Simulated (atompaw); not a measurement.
# A PAW (atompaw) potential for indium, from input to tests

Task: generate the file, and judge it by its logarithmic derivatives, its ghosts and its cutoff.

Program: atompaw 4.2.0.5. Reference atom: PBE, scalar-relativistic, spherical and spin-unpolarised. All values are calculated.

### 1 The design

Typed settings, in words:

| Item | Value |
| --- | --- |
| element | indium (In, Z = 49) |
| type | PAW |
| frozen core | [Kr] |
| valence charge | 13 |
| reference configuration | 4d10 5s2 5p0 (charge +1) |
| partial waves | 5s (bound): rc 2.30 bohr; 5s channel at -0.5 Ry: rc 2.30 bohr; 5p (bound, empty): rc 2.30 bohr; 5p channel at 2.5 Ry: rc 2.30 bohr; 4d (bound): rc 2.30 bohr; 4d channel at 3.15 Ry: rc 1.00 bohr |
| local potential | troulliermartins scheme with l = 3 at 0 Ry, radius 2.15 bohr |
| core correction | smooth core density matched at 1.95 bohr |
| augmentation charge | sinc compensation charge, radius 1.85 bohr; PAW radius 2.30 bohr; waves and projectors: custom polynom2 7 10 vanderbiltortho |

An earlier all-electron run gives the scale for the radii.

All-electron outer shells of the reference configuration (PBE, scalar-relativistic, ld1.x):

| shell | level (eV) | outermost node (bohr) | outermost maximum (bohr) |
| --- | --- | --- | --- |
| 4s | -127.12 | 0.41 | 0.77 |
| 4p | -85.60 | 0.42 | 0.82 |
| 4d | -26.07 | 0.40 | 0.94 |
| 5s | -14.92 | 1.02 | 2.11 |
| 5p | -8.43 | 1.14 | 2.64 |

### 2 The generation run

Contents of In.input:

```
In 49
GGA-PBE scalarrelativistic loggrid 1500 logderivrange -4 5 226
5 5 4 0 0 0
5 1 0
0 0 0
c
c
c
c
v
c
c
c
v
c
v
2
2.30 1.85 2.15 1.95
y
-0.5
n
y
2.5
n
y
3.15
n
custom polynom2 7 10 vanderbiltortho sinc
3 0 troulliermartins
2.30
2.30
2.30
2.30
2.30
1.00
PWSCFOUT
UPFDX 0.0125d0 UPFXMIN -7.d0 UPFZMESH 49.d0
END
```

Started as:

```
$ atompaw < In.input > In.log
```

**Question.** What will these runs give? Wanted: cutoffs for 10 and 1 mRy, occupied levels; bound ghosts; largest phase difference near zero energy, channels read; lowest eigenvalue of the overlap; share of valence orbitals outside the PAW sphere; UPF file.

The runs gave:

| quantity | value |
| --- | --- |
| cutoffs for 10 and 1 mRy, occupied levels | 21 Ry and 55 Ry |
| bound ghosts | s at -417.94 eV, p at -48.68 eV |
| largest phase difference near zero energy, channels read | 3.127 rad |
| lowest eigenvalue of the overlap (Bessel basis) | 0.043 (s) |
| share of valence orbitals outside the PAW sphere | 5s 53 %, 5p 76 %, 4d 3 % |
| UPF file | written |

**Reading.** It has a bound ghost (s, p), a state that the atom doesn't have, and that rules the file out. It counts as soft on the atom at that tolerance, with 21 Ry needed at the looser tolerance. The tighter tolerance needs 55 Ry, and converged work needs a cutoff nearer that. The slowest occupied level is 4d: taken alone it needs 21 Ry to come within 1 mRy, against 6 Ry or less for 5s. Of the channels read, d scatters worst near zero energy, by up to 3.13 rad. A step near π is an extra or missing state, not a misfit of shape. The pseudo curves have poles with no partner nearby in the atom's: p at -3.58 Ry, d at -0.90 Ry.
